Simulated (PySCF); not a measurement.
F2Si, in a box:

```
F Si
1.0
    11.00000    0.00000    0.00000
     0.00000   12.00000    0.00000
     0.00000    0.00000   10.00000
F Si
2 1
Direct
  0.52386 0.60372 0.53138
  0.54770 0.39978 0.51850
  0.45466 0.49595 0.47542
```

Base run:

* Program: PySCF 2.14.0
* Functional: BHandHLYP
* Potentials or basis: pob-tzvp-rev2 (all-electron)
* k mesh: 1 × 1 × 1
* Occupations: fixed
* Spin: no spin polarisation

Its results: gap between the frontier levels 8.44 eV.

Problem. The run is repeated on the same cell with these changes: functional from BHandHLYP to PBE. What comes out?

Solution. Gap between the frontier levels 4.10 eV.

BHandHLYP gives the wider gap, since exact exchange removes part of the self-interaction.

Caveats: this is a molecule in a periodic box at the Γ point, so its band gap is the HOMO-LUMO gap; the basis of atomic orbitals isn't converged, which shifts pressures, moduli and gaps; this basis is made for solids and lacks diffuse functions, so gaps of a molecule come out too wide by an eV or more.

A k mesh can miss the band edges.

Not every run made on this cell is shown here.
